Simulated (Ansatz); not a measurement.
# FH2OSn radical: basis-set convergence

Aim: see how fast density functionals converge with the basis set for FH2OSn radical.

Computed with Ansatz 0.2.0, Gaussian basis. Level: one geometry, several basis sets.

Plan: PBE0-D4/def2-SVP; ωB97M-V/def2-SVP; PBE0-D4/def2-QZVPP; ωB97M-V/def2-QZVPP; the functionals' def2-TZVPP values are taken from earlier runs.

## 1. Structure used throughout

All runs share one geometry, relaxed beforehand with PBE0-D4 in a triple-zeta def2 set. Sn takes the def2 core potential; no spin-orbit term is included.

SMILES `[OH][SnH][F]`, 5 atoms, charge 0, spin multiplicity 2.

Atoms are counted from 1 here; the program's logs count them from 0.

Bond lengths: O1–Sn2 1.962 Å, O1–H4 0.962 Å, Sn2–F3 1.934 Å, Sn2–H5 1.742 Å. Angles: Sn2–O1–H4 113.4°, O1–Sn2–F3 102.5°, O1–Sn2–H5 105.8°, F3–Sn2–H5 106.5°.

## 2. PBE0-D4 in def2-SVP

in.yaml reads:

```yaml
crystal:
  periodic: [false, false, false]
  atoms:
    - {symbol: O, position_ang: [-0.684103, -1.180613, 0.020850]}
    - {symbol: Sn, position_ang: [0.295424, 0.403648, 0.636085]}
    - {symbol: F, position_ang: [-0.050476, 1.682416, -0.773064]}
    - {symbol: H, position_ang: [-1.495184, -0.969019, -0.450874]}
    - {symbol: H, position_ang: [1.984239, -0.010132, 0.525504]}
basis:
  gaussian: {orbitals: def2-SVP}
magnetization: {spin_polarized: true, initial_magnetization: 1}
hamiltonian: {xc: pbe0, dispersion: d4}
output: {orbitals: {seedname: orbitals}}
```

Further steps of the session: ωB97M-V in def2-SVP; PBE0-D4 in def2-QZVPP; ωB97M-V in def2-QZVPP.

Before running them: what should the planned runs give, taken together? Wanted: PBE0-D4: double and triple zeta above quadruple; ωB97M-V: double and triple zeta above quadruple.

The runs gave:

```
                                       quantity          value
PBE0-D4: double and triple zeta above quadruple  7.00, 0.36 eV
ωB97M-V: double and triple zeta above quadruple  7.15, 0.35 eV
```

In words: For PBE0-D4 the step from double to triple zeta gains 6.63 eV and the next only 0.36 eV. Total energies overstate the basis error of differences, where much of it tends to cancel.
